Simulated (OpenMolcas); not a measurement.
# One shape, several levels: doublet [BBrCl2]+

Wanted: a comparison of 6 runs (UHF/3-21G, UHF/cc-pVDZ, U-r2SCAN/cc-pVDZ, UB3LYP/cc-pVDZ, UTPSS/cc-pVDZ, ROMP2/cc-pVDZ) of doublet [BBrCl2]+. 

The calculation is run with OpenMolcas 26.06.

### 1 The structure to begin with

[BBrCl2]+: 4 atoms, total charge +1, spin state doublet. As SMILES of the parent species, `ClB(Cl)Br`. The coordinates come from a PBE0-D4/def2-TZVP relaxation. That shape belongs to the parent species and isn't relaxed for this state.

Bond lengths: Cl1–B2 1.735 Å, B2–Cl3 1.735 Å, B2–Br4 1.901 Å. Angles: Cl1–B2–Cl3 120.1°, Cl1–B2–Br4 119.9°, Cl3–B2–Br4 119.9°.

### 2 A single-point energy at UHF/3-21G (run 1)

Input file mol.input:

```
&GATEWAY
 BASLIB = $CurrDir
 BASISSET
 Cl.3-21G....
 Cl1 0.582100 0.666000 1.510800 angstrom
 Cl3 0.444300 -1.679200 -0.365600 angstrom
 End of Basis
 BASISSET
 B.3-21G....
 B2 0.037200 -0.038100 0.022100 angstrom
 End of Basis
 BASISSET
 Br.3-21G....
 Br4 -1.008100 0.991100 -1.187600 angstrom
 End of Basis

&SEWARD

&SCF
 UHF
 CHARGE = 1
 SPIN = 2
 THRESHOLDS = 1e-10 1e-07 1e-07 1e-05
 PRORBITALS = 1
```

The basis set 3-21G is read from a file made from the Basis Set Exchange's data (not shown).

Launch:

```
$ export MOLCAS_MEM=1860
$ pymolcas mol.input > mol.log
```

What it wrote:

```text
--- Start Module: gateway ---
[...]
--- Stop Module: gateway /rc=_RC_ALL_IS_WELL_ ---
--- Start Module: seward ---
[...]
      Basis functions           57
--- Stop Module: seward /rc=_RC_ALL_IS_WELL_ ---
--- Start Module: scf ---
[...]
       Convergence after  21 Iterations
[...]
::    Total SCF energy                              -3498.8805972411
[...]
      Total spin, S                                     0.5016068530
[...]
      Total electronic charge=   73.000000
      Total            charge=    1.000000
[...]
      Dipole Moment (debye):
      Origin of the operator (angstrom)=   -0.2706    0.2650   -0.3342
                   X= -1.6742E+00               Y=  1.6483E+00               Z= -1.9364E+00           Total=  3.0446E+00
      Center of Charge (angstrom)
[...]
--- Stop Module: scf /rc=_RC_ALL_IS_WELL_ ---
[...]
```

Wall time 3.6 s (1 thread of Arm Neoverse V1, shared host); peak memory 0.39 GiB.

### 3 The energy at UHF/cc-pVDZ (run 2)

Input file job.input:

```
&GATEWAY
BasLib
$CurrDir
Coord
4
angstrom
Cl       0.582100       0.666000       1.510800
B        0.037200      -0.038100       0.022100
Cl       0.444300      -1.679200      -0.365600
Br      -1.008100       0.991100      -1.187600
Basis
cc-pVDZ
Group
NoSym
&SEWARD
&SCF
UHF
Charge
1
Spin
2
Thresholds
1e-10 1e-07 1e-07 1e-05
PrOrbitals
1
```

The basis set cc-pVDZ is read from a file made from the Basis Set Exchange's data (not shown).

Launch:

```
$ export MOLCAS_MEM=1860
$ pymolcas job.input > job.log
```

What it wrote:

```text
--- Start Module: gateway ---
[...]
--- Stop Module: gateway /rc=_RC_ALL_IS_WELL_ ---
--- Start Module: seward ---
[...]
      Basis functions           77
--- Stop Module: seward /rc=_RC_ALL_IS_WELL_ ---
[...]
--- Start Module: scf ---
[...]
       Convergence after  22 Iterations
[...]
::    Total SCF energy                              -3515.8137773151
[...]
      Total spin, S                                     0.5039536787
[...]
      Total electronic charge=   73.000000
      Total            charge=    1.000000
[...]
      Dipole Moment (debye):
      Origin of the operator (angstrom)=   -0.2706    0.2650   -0.3342
                   X= -1.5063E+00               Y=  1.4831E+00               Z= -1.7422E+00           Total=  2.7393E+00
      Center of Charge (angstrom)
[...]
--- Stop Module: scf /rc=_RC_ALL_IS_WELL_ ---
[...]
```

Wall time 6.9 s (1 thread of Arm Neoverse V1, shared host); peak memory 0.44 GiB.

Runs 3 to 4 aren't shown in full; the table further down has their settings and results.

### 4 A single-point energy at UTPSS/cc-pVDZ (run 5)

Input file input.xyz:

```xyz
4

Cl     0.582100     0.666000     1.510800
B      0.037200    -0.038100     0.022100
Cl     0.444300    -1.679200    -0.365600
Br    -1.008100     0.991100    -1.187600
```

Input file job.input:

```
* BBrCl2 Kohn-Sham DFT

&gateway
 baslib
 $CurrDir
 coord
 input.xyz
 basis
 cc-pVDZ
 group
 NoSym

&seward
 gridinput
 Grid=UltraFine
 End of Grid

&scf
 uhf
 charge
 1
 spin
 2
 ksdft
 2
 1.0 MGGA_X_TPSS
 1.0 MGGA_C_TPSS
 thresholds
 1e-10 1e-07 1e-07 1e-05
 prorbitals
 1 2
```

The basis set cc-pVDZ is read from a file made from the Basis Set Exchange's data (not shown).

Launch:

```
$ export MOLCAS_MEM=1860
$ pymolcas job.input > job.log
```

What it wrote:

```text
--- Start Module: gateway ---
[...]
--- Stop Module: gateway /rc=_RC_ALL_IS_WELL_ ---
--- Start Module: seward ---
[...]
      Basis functions           77
--- Stop Module: seward /rc=_RC_ALL_IS_WELL_ ---
[...]
--- Start Module: scf ---
[...]
       Convergence after  25 Iterations
[...]
::    Total KS-DFT energy                           -3519.0751870375
[...]
      Total spin, S                                     0.5007645905
[...]
      Total electronic charge=   73.000000
      Total            charge=    1.000000
[...]
      Dipole Moment (debye):
      Origin of the operator (angstrom)=   -0.2706    0.2650   -0.3342
                   X=  5.4568E-01               Y= -5.3731E-01               Z=  6.3161E-01           Total=  9.9267E-01
      Center of Charge (angstrom)
[...]
--- Stop Module: scf /rc=_RC_ALL_IS_WELL_ ---
[...]
```

It took 60 s on 1 thread of Arm Neoverse V1, shared host; peak memory 0.44 GiB.

### 5 A single-point energy at ROMP2/cc-pVDZ (run 6)

Input file mol.xyz:

```xyz
4

Cl     0.582100     0.666000     1.510800
B      0.037200    -0.038100     0.022100
Cl     0.444300    -1.679200    -0.365600
Br    -1.008100     0.991100    -1.187600
```

Input file test.inp:

```
&gateway
  baslib=$CurrDir
  coord=mol.xyz
  basis=cc-pVDZ
  group=NoSym

&seward

&scf
  uhf
  charge=1
  spin=2
  thresholds=1e-10 1e-07 1e-07 1e-05
  prorbitals=0

&rasscf
  fileorb=$Project.UnaOrb
  spin=2
  nactel=1 0 0
  inactive=36
  ras2=1
  outorbitals=Canonical
  orblisting=NoCore

&caspt2
  ipea=0.0
  frozen=20
```

The basis set cc-pVDZ is read from a file made from the Basis Set Exchange's data (not shown).

Launch:

```
$ export MOLCAS_MEM=1860
$ pymolcas test.inp > test.log
```

What it wrote:

```text
--- Start Module: gateway ---
[...]
--- Stop Module: gateway /rc=_RC_ALL_IS_WELL_ ---
[...]
      Basis functions           77
[...]
       Convergence after  22 Iterations
[...]
::    Total SCF energy                              -3515.8137773151
[...]
      Total spin, S                                     0.5039536787
[...]
--- Start Module: rasscf ---
[...]
      Number of active orbitals                  1
[...]
      Spin quantum number                      0.5
[...]
      Active orbitals                            1
[...]
      Number of CSFs                             1
[...]
      Number of root(s) required                 1
[...]
      Convergence after  8 iterations
[...]
      printout of CI-coefficients larger than  0.05 for root  1
      energy=   -3515.809776
      conf/sym  1     Coeff  Weight
             1  u   1.00000 1.00000
      Natural orbitals and occupation numbers for root  1
      sym 1:   1.000000
      ************************************************************************************************************************
      *                                                    Final results                                                     *
[...]
::    RASSCF root number  1 Total energy:  -3515.80977632
[...]
      Total electronic charge=   73.000000
      Total            charge=    1.000000
[...]
      Dipole Moment (debye):
      Origin of the operator (angstrom)=   -0.2706    0.2650   -0.3342
                   X= -1.5092E+00               Y=  1.4860E+00               Z= -1.7456E+00           Total=  2.7446E+00
      Center of Charge (angstrom)
[...]
--- Stop Module: rasscf /rc=_RC_ALL_IS_WELL_ ---
[...]
--- Start Module: caspt2 ---
[...]
 ###    WARNING: User changed nr of frozen orbitals.                         ###
 ###############################################################################
[...]
      E2 (Variational):          -0.4671003415
      Total energy:           -3516.2768766655
[...]
      Reference weight:           0.83909
[...]
::    CASPT2 Root  1     Total energy:  -3516.27687667
[...]
--- Stop Module: caspt2 /rc=_RC_ALL_IS_WELL_ ---
[...]
```

It took 10 s on 1 thread of Arm Neoverse V1, shared host; peak memory 0.44 GiB.

### 6 All runs side by side

| run | level | integration grid | frozen core orbitals | energy (Eh) | HOMO energy (eV) | LUMO energy (eV) | ⟨S²⟩ | wall time |
| --- | --- | --- | --- | --- | --- | --- | --- | --- |
| 1 | UHF/3-21G | – | – | -3498.880597 | -18.34 | -9.69 | 0.753 | 3.6 s |
| 2 | UHF/cc-pVDZ | – | – | -3515.813777 | -17.93 | -9.28 | 0.758 | 6.9 s |
| 3 | U-r2SCAN/cc-pVDZ | UltraFine | – | -3519.024976 | -14.52 | -13.71 | 0.752 | 65 s |
| 4 | UB3LYP/cc-pVDZ | UltraFine | – | -3519.165881 | -15.08 | -13.19 | 0.753 | 37 s |
| 5 | UTPSS/cc-pVDZ | UltraFine | – | -3519.075187 | -14.21 | -13.53 | 0.752 | 60 s |
| 6 | ROMP2/cc-pVDZ | – | 20 | -3516.276877 | – | – | – | 10 s |

### 7 What came out

| quantity | value |
| --- | --- |
| run 6: total energy | -3516.27688 Eh |

What this shows: Totals of different functionals can't be ranked against each other. All runs together took 3 min, the longest 65 s.
